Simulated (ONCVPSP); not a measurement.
# Mo: the cost of one run

Method: ONCVPSP 4.0.1.1 (patched build), LDA (Perdew-Wang 92), scalar-relativistic.

## 1. The design

Typed settings, in words:

```json
{
  "element": "molybdenum (Mo, Z = 42)",
  "type": "optimised norm-conserving Vanderbilt (ONCV)",
  "frozen core": "[Ar] 3d10",
  "valence charge": "14",
  "reference configuration": "4s2 4p6 4d5 5s1",
  "partial waves": "4s+5s: rc 1.60 bohr, ncon 4, nbas 8, qcut 7.6 1/bohr, 2 projectors; 4p: rc 2.05 bohr, ncon 4, nbas 7, qcut 6.9 1/bohr, 2 projectors, debl 2.4 Ha; 4d: rc 1.45 bohr, ncon 5, nbas 9, qcut 5.9 1/bohr, 2 projectors, debl 2.3 Ha; f scattering state at 0.14 Ha: rc 1.65 bohr, ncon 5, nbas 9, qcut 7.7 1/bohr, 3 projectors, debl 3.8 Ha",
  "local potential": "polynomial inside 1.30 bohr (lpopt 4, dvloc0 -1 Ha)",
  "core correction": "Teter function, fcfact 3, rcfact 1.7"
}
```

An earlier all-electron run gives the scale for the radii.

All-electron outer shells of the reference configuration (LDA (PZ), scalar-relativistic, ld1.x):

| shell | level (eV) | outermost node (bohr) | outermost maximum (bohr) |
| --- | --- | --- | --- |
| 3d | -221.32 | – | 0.32 |
| 4s | -64.42 | 0.51 | 0.99 |
| 4p | -38.59 | 0.52 | 1.06 |
| 5s | -4.33 | 1.34 | 2.93 |
| 4d | -3.94 | 0.53 | 1.38 |
| 5p | -1.16 | 1.54 | 4.05 |

## 2. Generation

Contents of Mo.dat:

```
# ATOM AND REFERENCE CONFIGURATION
# atsym  z   nc   nv     iexc    psfile
  Mo 42.00    6    4  -001012      upf
#
#   n    l    f
    1    0    2.00
    2    0    2.00
    2    1    6.00
    3    0    2.00
    3    1    6.00
    3    2   10.00
    4    0    2.00
    4    1    6.00
    4    2    5.00
    5    0    1.00
#
# PSEUDOPOTENTIAL AND OPTIMIZATION
# lmax
    3
#
#   l,   rc,      ep,       ncon, nbas, qcut
    0    1.60    0.00    4    8    7.60
    1    2.05    0.00    4    7    6.90
    2    1.45    0.00    5    9    5.90
    3    1.65    0.14    5    9    7.70
#
# LOCAL POTENTIAL
# lloc, lpopt,  rc(5),   dvloc0
    4    4    1.30   -1.00
#
# VANDERBILT-KLEINMAN-BYLANDER PROJECTORs
# l, nproj, debl
    0    2    2.60
    1    2    2.40
    2    2    2.30
    3    3    3.80
#
# MODEL CORE CHARGE
# icmod, fcfact, rcfact
    3    3.00    1.70
#
# LOG DERIVATIVE ANALYSIS
# epsh1, epsh2, depsh
   -4.00    5.00    0.02
#
# OUTPUT GRID
# rlmax, drl
    6.00    0.01
#
# TEST CONFIGURATIONS
# ncnf
    4
# nvcnf
#   n    l    f
    4
    4    0    2.00
    4    1    6.00
    4    2    5.00
    5    0    0.00
#
    4
    4    0    2.00
    4    1    6.00
    4    2    4.00
    5    0    0.00
#
    4
    4    0    2.00
    4    1    6.00
    4    2    3.00
    5    0    0.00
#
    4
    4    0    2.00
    4    1    6.00
    4    2    4.00
    5    0    2.00
#
```

On the command line:

```bash
$ oncvpsp.x < Mo.dat > Mo.out
```

**Question.** How long does this run take on 1 thread of Intel Xeon 6975P-C, shared host?

About 5 s.
